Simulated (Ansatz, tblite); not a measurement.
**SnMeH3 (CH6Sn): rung by rung**

An exercise on one series of results from a longer session: the logs are not shown, and one member is left open.

Program: Ansatz 0.2.0, Gaussian basis. Level of theory: as each input shows. These are calculated values, not measurements.

Plan: GFN1-xTB, GFN2-xTB, PBE-D4/def2-TZVP, r2SCAN-D4/def2-TZVP, ωB97M-V/def2-TZVP, B3LYP-D4/def2-TZVP, r2SCANh-D4/def2-TZVP, ωB97X-V/def2-TZVP, HF/def2-TZVP, revPBE-D4/def2-TZVP, B2PLYP/def2-TZVP, PBE-D4/def2-SVP, PBE0-D4/def2-SVP, PBE0-D4/def2-TZVPD, PBE-D4/def2-TZVPD, r2SCAN-D4/def2-TZVPD, CCSD(T)/def2-TZVPP, MP2/def2-TZVP, RPA/def2-TZVP, CCSD(T)/def2-TZVPD.

1 further run of the same task is left out (set aside as unsound or not needed). Runs told in other sessions of the task aren't counted.

## The geometry

The singlet was relaxed beforehand with PBE-D4/def2-TZVP.

8 atoms, charge 0, spin multiplicity 1.

Bond lengths: Sn1–C2 2.159 Å, Sn1–H6 1.722 Å, Sn1–H7 1.722 Å, Sn1–H8 1.722 Å, C2–H3 1.097 Å, C2–H4 1.097 Å, C2–H5 1.097 Å. Angles: C2–Sn1–H6 110.1°, C2–Sn1–H7 110.1°, C2–Sn1–H8 110.1°, H6–Sn1–H7 108.8°, H6–Sn1–H8 108.8°, H7–Sn1–H8 108.8°, Sn1–C2–H3 109.8°, Sn1–C2–H4 109.8°, Sn1–C2–H5 109.8°, H3–C2–H4 109.2°, H3–C2–H5 109.2°, H4–C2–H5 109.2°.

Sn takes a core potential in the def2 sets. No spin-orbit coupling is included.

PBE0-D4/def2-TZVP was run before; its log isn't repeated, and its numbers join the tables.

Set-up of the first run:

Tight binding, by tblite at 300 K electronic temperature and without a spin-polarisation term:

```python
tblite.interface.Calculator('GFN1-xTB', numbers, positions, charge=0, uhf=0).singlepoint()
```

Tight binding, by tblite at 300 K electronic temperature and without a spin-polarisation term:

```python
tblite.interface.Calculator('GFN2-xTB', numbers, positions, charge=0, uhf=0).singlepoint()
```

start.molden holds the orbitals of an earlier run on this state, given as this run's starting guess.

File in.yaml:

```yaml
crystal:
  periodic: [false, false, false]
  atoms:
    - {symbol: Sn, position_ang: [-0.001752, 0.003395, -0.996671]}
    - {symbol: C, position_ang: [0.002043, -0.003982, 1.162335]}
    - {symbol: H, position_ang: [-1.028668, 0.031022, 1.535443]}
    - {symbol: H, position_ang: [0.549809, 0.869826, 1.535441]}
    - {symbol: H, position_ang: [0.486999, -0.916576, 1.529463]}
    - {symbol: H, position_ang: [1.614160, -0.027114, -1.591683]}
    - {symbol: H, position_ang: [-0.783099, 1.422056, -1.582375]}
    - {symbol: H, position_ang: [-0.839503, -1.378616, -1.591953]}
basis:
  gaussian: {orbitals: def2-TZVP, initial_orbitals: start.molden}
hamiltonian: {xc: pbe, dispersion: d4}
scf: {omitted_lower_state_checks: [starts]}
output: {forces: true, orbitals: {seedname: orbitals}}
```

Started as:

```sh
ansatz run in.yaml --threads 4 --pin off --events-out ev --progress --plain --max-ram 3916MiB
```

Among the steps run: PBE-D4/def2-TZVP; r2SCAN-D4/def2-TZVP; ωB97M-V/def2-TZVP; B3LYP-D4/def2-TZVP; r2SCANh-D4/def2-TZVP; ωB97X-V/def2-TZVP; HF/def2-TZVP; revPBE-D4/def2-TZVP; B2PLYP/def2-TZVP; PBE-D4/def2-SVP; PBE0-D4/def2-SVP; PBE0-D4/def2-TZVPD; PBE-D4/def2-TZVPD; r2SCAN-D4/def2-TZVPD; CCSD(T)/def2-TZVPP; MP2/def2-TZVP; RPA/def2-TZVP; CCSD(T)/def2-TZVPD.

One of the session's tables, all rows but one given; the rest of the session is left out.

```
               level  HOMO (eV)  LUMO (eV)  gap (eV)
        HF/def2-TZVP     -11.12       2.43     13.55
     PBE-D4/def2-SVP      -7.15      -0.04      7.10
    PBE-D4/def2-TZVP      -7.20      -0.49      6.71
   PBE-D4/def2-TZVPD      -7.21      -0.65      6.56
 revPBE-D4/def2-TZVP      -7.15      -0.43      6.72
 r2SCAN-D4/def2-TZVP      -7.45       0.01      7.45
r2SCAN-D4/def2-TZVPD      -7.45      -0.06      7.38
r2SCANh-D4/def2-TZVP      -7.88       0.25      8.13
  B3LYP-D4/def2-TZVP      -8.15      -0.04      8.12
    PBE0-D4/def2-SVP      -8.36       0.74      9.09
   PBE0-D4/def2-TZVP      -8.37       0.24      8.61
  PBE0-D4/def2-TZVPD      -8.37      -0.02      8.35
   ωB97X-V/def2-TZVP     -10.69       1.93     12.61
   ωB97M-V/def2-TZVP          ?          ?         ?
```

Q: Estimate the row for ωB97M-V/def2-TZVP from the others.

The run gave: HOMO (eV): -10.55; LUMO (eV): 1.50; gap (eV): 12.05. In the column «HOMO (eV)» it lies between ωB97X-V/def2-TZVP (-10.69) and PBE0-D4/def2-TZVP (-8.37).
